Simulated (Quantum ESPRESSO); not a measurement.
**HPbNO4 in Quantum ESPRESSO: the effect of functional**

HPbNO4:

```
H Pb N O
1.0
     3.85404    0.14384    0.09012
    -0.25320    5.52698    0.16471
    -0.48197   -1.92720    5.72025
H Pb N O
1 1 1 4
Direct
  0.10913 0.65718 0.54463
  0.61029 0.52127 0.15100
  0.91580 0.96263 0.95867
  0.01384 0.13639 0.88084
  0.72398 0.01057 0.12858
  0.00389 0.73732 0.87043
  0.11927 0.59324 0.37651
```

The cell was built by a generator and needn't be a form met in nature.

Alike in all runs:

| Property | Result |
| --- | --- |
| Program | Quantum ESPRESSO 7.5 |
| Task | band structure |
| Potentials or basis | SG15 PBE 1.2 |
| Cutoff | 1197 eV |
| Density cutoff | 4789 eV |
| k mesh | 4 × 3 × 3 |
| Occupations | fermi-dirac, width 0.05 eV |
| Spin | no spin polarisation |

```tsv
functional	gap on the mesh (eV)	pressure (GPa)	largest force (eV/Å)
AM05	?	?	?
RPBE	3.21	1.6	0.42
BLYP	3.19	2.1	0.67
```

What does the run with functional AM05 give?

gap on the mesh 3.24 eV; pressure -0.8 GPa; largest force 0.36 eV/Å.

Caveats: the potentials were made for another functional, which shifts forces and pressure; spin-orbit coupling is left out, which as a rule narrows the gap of such compounds by several tenths of an eV; the mesh misses the band edges, which the band path finds closer together.
